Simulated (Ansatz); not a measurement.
**ZnS (F-43m): zero-pressure volume and bulk modulus with PBE + D3(BJ)**

One table from this session's results is given with a row withheld; the runs are named, their logs left out.

Method: DFT PBE + D3(BJ), scalar-relativistic, plane waves, PAW, in Ansatz 0.2.0.

1 further run of the same task is left out (set aside as unsound or not needed). Runs told in other sessions of the task aren't counted.

## The starting structure

It takes space group F-43m (No. 216, cubic). Conventional cell: a = 5.409 Å, b = 5.409 Å, c = 5.409 Å, α = 90.00°, β = 90.00°, γ = 90.00°. Around Zn (site symmetry -43m) lie 4 S at 2.34 Å. S (site symmetry -43m) is surrounded by 4 Zn at 2.34 Å.

As a file:

```xyz
2
Lattice="0.0000 2.7046 2.7046 2.7046 0.0000 2.7046 2.7046 2.7046 0.0000" Properties=species:S:1:pos:R:3 pbc="T T T"
Zn    0.0000    0.0000    0.0000
S     4.0570    4.0570    4.0570
```

An earlier run on this cell at PBE gave 1.38 GPa at 19.785 Å³/atom (8×8×8 mesh), mesh gap 2.10 eV.

The first run:

The input, input.yaml:

```yaml
crystal:
  lattice:
    - [0.0, 2.7046490548, 2.7046490548]
    - [2.7046490548, 0.0, 2.7046490548]
    - [2.7046490548, 2.7046490548, 0.0]
  atoms:
    - { symbol: Zn, position: [0.0, 0.0, 0.0] }
    - { symbol: S, position: [0.75, 0.75, 0.75] }
basis:
  ecutwfc: 420
  ecutrho_ratio: 4
kpoints:
  mp_grid: { grid: [8, 8, 8] }
hamiltonian:
  xc: pbe
  dispersion: d3bj
scf:
  occupations: { method: gaussian, width: 0.05 }
output:
  forces: true
  stress: true
  eigenvalues: true
```

Launch:

```
$ ansatz run input.yaml --threads 4 --pin off --max-ram 8192MiB --backend cpu --events-out ev --progress --plain --runs-dir out
```

Steps of the session up to this table: At the given cell; Stepping to 19.604 Å³/atom; Stepping to 19.419 Å³/atom; Volume × 0.98 of the new zero; Volume × 1.02 of the new zero; Volume × 0.96 of the new zero; Volume × 1.04 of the new zero.

One of the session's tables, all rows but one given; the rest of the session is left out.

It belongs to the step «Energy and pressure against volume». 

```
volume (Å³/atom)  energy (meV/atom)  pressure (GPa)
          18.642               7.99            3.42
          19.030               1.93            1.62
          19.419               0.00            0.00
          19.807                  ?               ?
          20.195               6.91           -2.75
```

Q: Estimate the row for volume (Å³/atom) = 19.807 from the others.

Worked estimate for «energy (meV/atom)». A straight line through the neighbours (19.419, 0.00) and (20.195, 6.91) gives 0.00 + (6.91 − 0.00) × (19.807 − 19.419) / (20.195 − 19.419) = 3.45; a parabola fitted to 3 rows on both sides gives 1.66.

The run gave: energy (meV/atom): 1.80; pressure (GPa): -1.45. In «energy (meV/atom)» the line misses by +1.65 and the parabola by -0.14.
